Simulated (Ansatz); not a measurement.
# HfHg: the cost of one run

Program: Ansatz 0.2.0. Level of theory: DFT PBE, scalar-relativistic, plane waves, PAW. These are calculated values, not measurements.

### Step 1. Starting point

It takes space group F-43m (No. 216, cubic). The conventional cell has a = 6.034 Å, b = 6.034 Å, c = 6.034 Å, α = 90.00°, β = 90.00°, γ = 90.00°. Hf (site symmetry -43m) has 4 Hg at 2.61 Å as nearest neighbours. Hg (site symmetry -43m) is surrounded by 4 Hf at 2.61 Å.

Coordinates:

```cif
data_structure
_symmetry_space_group_name_H-M 'P 1'
_symmetry_Int_Tables_number 1
_cell_length_a 4.2669
_cell_length_b 4.2669
_cell_length_c 4.2669
_cell_angle_alpha 60.000
_cell_angle_beta 60.000
_cell_angle_gamma 60.000
_cell_volume 54.93
loop_
_atom_site_label
_atom_site_type_symbol
_atom_site_fract_x
_atom_site_fract_y
_atom_site_fract_z
_atom_site_occupancy
Hf1 Hf 0.00000 0.00000 0.00000 1
Hg1 Hg 0.75000 0.75000 0.75000 1
```

Recipe of the guess: species swapped into a database cell of GaSb (F-43m, No. 216), with Hf on the Ga sites and Hg on the Sb sites. Its size is a rough estimate.

### Step 2. The guess as it stands, on a coarse mesh

input.yaml

```yaml
crystal:
  lattice:
    - [0.0, 3.0171495, 3.0171495]
    - [3.0171495, 0.0, 3.0171495]
    - [3.0171495, 3.0171495, 0.0]
  atoms:
    - { symbol: Hf, position: [0.0, 0.0, 0.0] }
    - { symbol: Hg, position: [0.75, 0.75, 0.75] }
basis:
  ecutwfc: 420
kpoints:
  mp_grid: { grid: [6, 6, 6] }
hamiltonian:
  xc: pbe
scf:
  occupations: { method: gaussian, width: 0.1 }
  lower_state_search: "off"
output:
  forces: true
  stress: true
  eigenvalues: true
```

Launch:

```bash
$ ansatz run input.yaml --threads 1 --pin off --max-ram 2048MiB --backend cpu --events-out ev --progress --plain --runs-dir out
```

Q: Estimate wall time and peak memory on 1 thread of Arm Neoverse V2, shared host.

About 2.1 s, with a peak of 0.32 GiB.
